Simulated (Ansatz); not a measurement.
# GeSc: the cost of one run

Program: Ansatz 0.2.0, Gaussian basis. Level of theory: the settings change from run to run. These are calculated values, not measurements.

55 further runs of the same task are left out: 27 for a known fault of the program, 22 that didn't finish, 6 set aside as unsound or not needed. Runs told in other sessions of the task aren't counted.

## (1) The geometry

The geometry derives from a PBE0/def2-TZVP stationary point (not a proven minimum). One bond is set to the value named and the two fragments are kept rigid. No spin-orbit coupling is included. The filled d shell of Ge may be among the frozen orbitals whatever the setting's name suggests.

2 atoms, charge 1, spin multiplicity 5.

Atoms are counted from 1 here; the program's logs count them from 0.

Bond lengths: Sc1–Ge2 2.557 Å.

## (2) CISD/aug-cc-pVDZ

The input, in.yaml:

```yaml
crystal:
  periodic: [false, false, false]
  atoms:
    - {symbol: Sc, position_ang: [0.000000, 0.000000, 0.000000]}
    - {symbol: Ge, position_ang: [0.000000, 0.000000, 2.557200]}
basis:
  gaussian: {orbitals: aug-cc-pVDZ}
total_charge: 1
magnetization: {spin_polarized: false, initial_magnetization: 4}
correlation: {active_space: {ras: {orbitals: [1, 4, 67], electrons: 6, max_holes: 2, max_particles: 2}, fixed_orbitals: true}}
```

On the command line:

```bash
$ ansatz run in.yaml --threads 1 --pin off --events-out ev --progress --plain --max-ram 2393MiB
```

Q: Estimate wall time and peak memory on 1 thread of Intel Xeon at 2.60GHz, shared host.

About 51 s, with a peak of 0.31 GiB.
